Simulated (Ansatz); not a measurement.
# FHOSSi (SMILES F[SiH]1OS1): functionals against CCSD(T) at one geometry

The task here is to estimate one member of a computed series from the others.

Computed with Ansatz 0.2.0, Gaussian basis. Level: single points in def2-TZVPP.

Cores are frozen in the correlated methods.

## The system as given

SMILES `F[SiH]1OS1`, 5 atoms, charge 0, spin multiplicity 1.

Atoms are counted from 1 here; the program's logs count them from 0.

Bond lengths: F1–Si2 1.609 Å, Si2–O3 1.723 Å, Si2–S4 2.058 Å, Si2–H5 1.532 Å, O3–S4 1.843 Å. Angles: F1–Si2–O3 113.9°, F1–Si2–S4 121.8°, F1–Si2–H5 108.4°, O3–Si2–S4 57.5°, O3–Si2–H5 119.5°, S4–Si2–H5 126.0°, Si2–O3–S4 70.4°, Si2–S4–O3 52.0°.

Geometry (Å):

```
F    -1.4373    0.3841    0.9509
Si   -0.1937    0.2444   -0.0611
O     1.1955   -0.4940    0.6401
S     0.5072   -1.5926   -0.6696
H    -0.0413    1.5636   -0.8253
```

Set-up of the first run:

run/in.yaml

```yaml
crystal:
  periodic: [false, false, false]
  atoms:
    - {symbol: F, position_ang: [-1.437281, 0.384113, 0.950921]}
    - {symbol: Si, position_ang: [-0.193745, 0.244433, -0.061089]}
    - {symbol: O, position_ang: [1.195538, -0.494020, 0.640074]}
    - {symbol: S, position_ang: [0.507178, -1.592613, -0.669602]}
    - {symbol: H, position_ang: [-0.041311, 1.563553, -0.825263]}
basis:
  gaussian: {orbitals: def2-TZVPP}
hamiltonian: {xc: pbe, dispersion: d4}
output: {forces: true}
```

Run with:

```bash
$ ansatz run in.yaml --threads 2 --pin off --events-out ev --progress --plain --max-ram 3481MiB
```

Steps of the session up to this table: PBE-D4/def2-TZVPP; r2SCAN-D4/def2-TZVPP; PBE0-D4/def2-TZVPP; wB97M-V/def2-TZVPP; CCSD(T)/def2-TZVPP.

One of the session's tables, all rows but one given; the rest of the session is left out.

```
   method  RMS force component (eV/Å)  angle to CCSD(T) forces (°)  dipole (D)
   PBE-D4                       0.559                         14.1        2.16
r2SCAN-D4                       0.770                          9.5        2.25
  PBE0-D4                       0.869                         17.2        2.35
  wB97M-V                           ?                            ?           ?
  CCSD(T)                       0.779                    reference        2.34
```

Estimate the missing values for wB97M-V.

**Answer.** RMS force component (eV/Å): 0.885; angle to CCSD(T) forces (°): 15.5; dipole (D): 2.40. In the column «RMS force component (eV/Å)» it is the highest.
